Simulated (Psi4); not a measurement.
# CdNH2F (SMILES [NH2][Cd][F]): a first try and a second

Aim: the vertical excitations of CdNH2F at EOM-CC2/def2-SV(P) (core potential).

The results are computed with Psi4 1.11.

2 further runs of the same task are left out: 2 set aside as unsound or not needed.

## Step 1: The structure to begin with

CdNH2F has 5 atoms, charge 0, and is taken as a singlet. SMILES: `[NH2][Cd][F]`. Geometry: relaxed at PBE0-D4/def2-TZVP.

Bond lengths: N1–Cd2 1.998 Å, Cd2–F3 1.935 Å, N1–H4 1.014 Å, N1–H5 1.014 Å. Angles: N1–Cd2–F3 175.2°, Cd2–N1–H4 110.9°, Cd2–N1–H5 110.9°, H4–N1–H5 106.1°.

## Step 2: First attempt

The input, cdfh2n.dat:

```
memory 1.6 GB

molecule m {
  0 1
  N     -0.333400     0.922000    -0.346300
  Cd     0.604700    -0.740300     0.245400
  F      1.652200    -2.274900     0.787100
  H     -0.955600     0.728600    -1.123800
  H     -0.917900     1.290800     0.396200
  units angstrom
  symmetry c1
}

set {
  scf_type        direct
  roots_per_irrep [1]
  ints_tolerance  0.0001
  maxiter         50
}

properties('eom-cc2/def2-SV(P)', properties=['oscillator_strength'])
print_variables()
```

Command:

```console
$ psi4 cdfh2n.dat cdfh2n.out -n 1
```

cdfh2n.out:

```text
[...]
    !!!  WARNING: ECP capability is in beta. Please check occupations closely.  !!!
[...]
  Running in c1 symmetry.
[...]
  Nuclear repulsion =  112.883639592005480
[...]
  Multiplicity = 1
[...]
  Nalpha       = 19
  Nbeta        = 19
[...]
    Number of basis functions: 56
[...]
   @DF-RHF iter   1:  -321.50907062806067   -1.47279e+00   1.22627e-02 ADIIS/DIIS
[...]
   @RHF iter  29:  -321.73802768013576    1.13687e-13   7.69397e-11 DIIS
[...]
    Orbital Energies [Eh]
    ---------------------
    Doubly Occupied:
       1A    -26.166280     2A    -15.526732     3A     -4.850329
       4A     -3.216301     5A     -3.215097     6A     -3.209004
       7A     -1.411367     8A     -1.082678     9A     -0.778282
      10A     -0.777897    11A     -0.774482    12A     -0.774249
      13A     -0.772779    14A     -0.613876    15A     -0.529551
      16A     -0.526526    17A     -0.525571    18A     -0.482424
      19A     -0.386160
[...]
  @RHF Final Energy:  -321.73802768013576
   => Energetics <=
    Nuclear Repulsion Energy =            112.8836395920054798
    One-Electron Energy =                -738.0041638585061037
    Two-Electron Energy =                 303.3824965863648799
    Total Energy =                       -321.7380276801357581
[...]
 Multipole Moments:
 ------------------------------------------------------------------------------------
     Multipole            Electronic (a.u.)      Nuclear  (a.u.)        Total (a.u.)
 ------------------------------------------------------------------------------------
 L = 1.  Multiply by 2.5417464519 to convert [e a0] to [Debye]
 Dipole X            :          1.1484563           -2.1833674           -1.0349112
 Dipole Y            :         -3.1628962            3.6366138            0.4737176
 Dipole Z            :          1.1414852           -1.2916126           -0.1501274
 Magnitude           :                                                    1.1480365
[...]
      * MP2 total energy                      = -322.207664109428435
[...]
                     Excitation Energy              Total Energy
[...]
	                   Ground State -> Excited State Transitions
	                   Excitation Energy          OS       RS        RS     Einstein A
[...]
```

It took 32 s on 1 thread of Intel Xeon Platinum 8259CL at 2.50GHz (Skylake/Cascade Lake), shared host; peak memory 0.39 GiB.

## Step 3: What went wrong

The program ended normally, but the settings are unsound, so its numbers aren't properties of the molecule.

The fault: the screening of the two-electron integrals is far too loose. Among its listed settings the sound run differs in this, and the input shows the rest: integrals pk in place of direct.

## Step 4: The mended input

The input, calc.in:

```
memory 1.6 GB

molecule {
  0 1
  N     -0.333400     0.922000    -0.346300
  Cd     0.604700    -0.740300     0.245400
  F      1.652200    -2.274900     0.787100
  H     -0.955600     0.728600    -1.123800
  H     -0.917900     1.290800     0.396200
  symmetry c1
}

set scf_type pk
set roots_per_irrep [1]

e, wfn = properties('eom-cc2/def2-SV(P)', properties=['oscillator_strength'], return_wfn=True)
print_variables()
```

Command:

```console
$ psi4 -i calc.in -o calc.out -n 1
```

calc.out:

```text
[...]
    !!!  WARNING: ECP capability is in beta. Please check occupations closely.  !!!
[...]
  Running in c1 symmetry.
[...]
  Nuclear repulsion =  112.883639592005480
[...]
  Multiplicity = 1
[...]
  Nalpha       = 19
  Nbeta        = 19
[...]
    Number of basis functions: 56
[...]
   @RHF iter   1:  -321.50539390676153   -1.47856e+00   1.23637e-02 DIIS/ADIIS
[...]
   @RHF iter  16:  -321.73821139292500    2.84217e-13   4.57683e-11 DIIS
[...]
    Orbital Energies [Eh]
    ---------------------
    Doubly Occupied:
       1A    -26.167093     2A    -15.526820     3A     -4.850529
       4A     -3.216464     5A     -3.215262     6A     -3.209250
       7A     -1.412083     8A     -1.082657     9A     -0.778476
      10A     -0.778022    11A     -0.774621    12A     -0.774373
      13A     -0.772902    14A     -0.613793    15A     -0.530294
      16A     -0.527305    17A     -0.526258    18A     -0.482005
      19A     -0.385983
[...]
  @RHF Final Energy:  -321.73821139292500
   => Energetics <=
    Nuclear Repulsion Energy =            112.8836395920054798
    One-Electron Energy =                -737.9953166404302465
    Two-Electron Energy =                 303.3734656554997855
    Total Energy =                       -321.7382113929249954
[...]
 Multipole Moments:
 ------------------------------------------------------------------------------------
     Multipole            Electronic (a.u.)      Nuclear  (a.u.)        Total (a.u.)
 ------------------------------------------------------------------------------------
 L = 1.  Multiply by 2.5417464519 to convert [e a0] to [Debye]
 Dipole X            :          1.1524430           -2.1833674           -1.0309244
 Dipole Y            :         -3.1686894            3.6366138            0.4679244
 Dipole Z            :          1.1441249           -1.2916126           -0.1474877
 Magnitude           :                                                    1.1417141
[...]
      * MP2 total energy                      = -322.210352344974581
[...]
                     Excitation Energy              Total Energy
[...]
	                   Ground State -> Excited State Transitions
	                   Excitation Energy          OS       RS        RS     Einstein A
[...]
```

Wall time 33 s (1 thread of Intel Xeon Platinum 8259CL at 2.50GHz (Skylake/Cascade Lake), shared host); peak memory 0.39 GiB.

## Step 5: Summary of results

At EOM-CC2/def2-SV(P) (core potential):

```
                             quantity          value
    ground-state or mean-field energy  -322.22231 Eh
  HOMO energy (Hartree–Fock orbitals)      -10.50 eV
  LUMO energy (Hartree–Fock orbitals)        1.57 eV
HOMO–LUMO gap (Hartree–Fock orbitals)       12.07 eV
                        T1 diagnostic          0.019
             lowest excitation energy        4.90 eV
```

**Reading.** The first attempt's energy was +0.074 eV off this one. The brightest of the 1 transitions from the ground state lies at 4.90 eV (253 nm, f = 0.103).
